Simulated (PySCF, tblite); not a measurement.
# C₆H₁₁NSeSi: geometry, infrared bands and NMR shifts

Aim: predict the infrared bands and NMR shifts of C₆H₁₁NSeSi (`C[Se][SiH2]C/C=C\CC#N`).

Computed with tblite 0.8.0 and PySCF 2.14.0, with density-fitted response routines of our own, on a single molecule in the gas phase. Atoms count from 0, in the outputs and in this text.

## Step 1: The starting structure

20 atoms, charge 0, multiplicity 1; geometry from: force field or distance geometry start.

Bonds of the start (Å): C0–Se1 1.94, Se1–Si2 2.26, Si2–C3 1.86, C3–C4 1.45, C4–C5 1.33, C5–C6 1.46, C6–C7 1.48, C7–N8 1.14, C0–H9 1.11, C0–H10 1.12, C0–H11 1.11, Si2–H12 1.49, Si2–H13 1.48, C3–H14 1.09, C3–H15 1.12, C4–H16 1.11, C5–H17 1.10, C6–H18 1.09, C6–H19 1.13.

## Step 2: Optimising the geometry with GFN2-xTB

The job: settings as JSON, then the geometry in Å.

```
{"job": {"kind": "relax", "xc": "GFN2-xTB", "basis": "xTB"}, "charge": 0, "multiplicity": 1}
C      3.921100    -0.167800    -0.731000
Se     3.084600     1.528400    -0.314400
Si     0.980200     1.318200     0.469300
C      0.183800    -0.311100     0.042700
C     -0.710500    -0.132000    -1.090500
C     -2.021600    -0.366600    -1.099800
C     -2.785300    -0.851500     0.051000
C     -3.798500     0.182200     0.347100
N     -4.578200     0.984800     0.554500
H      4.962000    -0.168700    -0.345800
H      4.007000    -0.256800    -1.847200
H      3.431000    -1.044100    -0.260800
H      0.108300     2.341600    -0.178200
H      0.866200     1.576000     1.923000
H     -0.221800    -0.822200     0.920500
H      1.032100    -0.960500    -0.309400
H     -0.290600     0.237300    -2.045900
H     -2.583300    -0.190000    -2.029300
H     -2.239500    -1.108300     0.958100
H     -3.352000    -1.778100    -0.246100
```

The run is started by

```bash
> OMP_NUM_THREADS=1 python probes_run.py task.json out
```

The driver reads the jobs from task.json and runs them one after another.

**Question.** This job is followed by: GFN2-xTB harmonic vibrations, gas phase; GIAO PBE0/pcSseg-1 NMR shielding, non-relativistic, gas phase. What will the session give for the following? strongest single infrared mode (GFN2-xTB); zero-point energy (GFN2-xTB); ¹³C shifts against TMS (PBE0/pcSseg-1); ¹H shifts against TMS (PBE0/pcSseg-1, means over atoms taken as alike); ⁷⁷Se shifts against Me2Se (PBE0/pcSseg-1); ²⁹Si shifts against TMS (PBE0/pcSseg-1); ¹⁵N shifts against NH3 (PBE0/pcSseg-1).

As calculated:

| quantity | value |
| --- | --- |
| strongest single infrared mode (GFN2-xTB) | 2216 cm⁻¹, 285 km/mol |
| zero-point energy (GFN2-xTB) | 93.5 kcal/mol |
| ¹³C shifts against TMS (PBE0/pcSseg-1) | 144.5, 123.8, 121.6, 17.6, 15.3, 8.4 ppm |
| ¹H shifts against TMS (PBE0/pcSseg-1, means over atoms taken as alike) | 6.07, 5.65, 5.28, 2.98, 2.15, 1.93 ppm |
| ⁷⁷Se shifts against Me2Se (PBE0/pcSseg-1) | -369 ppm |
| ²⁹Si shifts against TMS (PBE0/pcSseg-1) | -26.1 ppm |
| ¹⁵N shifts against NH3 (PBE0/pcSseg-1) | 299.6 ppm |

Over 238 steps the energy fell by 0.645 eV; of the close pairs, Si2–C3 changed most, 1.863 to 1.912 Å. No mode is imaginary among the 54: a minimum at this level. The strongest single mode, at 2216 cm⁻¹, moves mainly H13. Unscaled tight-binding wavenumbers are off by several per cent, some by more. Its intensities can rank the bands wrongly. At PBE0/pcSseg-1: The largest span, 745 ppm, is at Se1, where the paramagnetic term is -878 ppm. Spin-orbit coupling is left out, which matters for shieldings and couplings at and beside the heavy atoms.
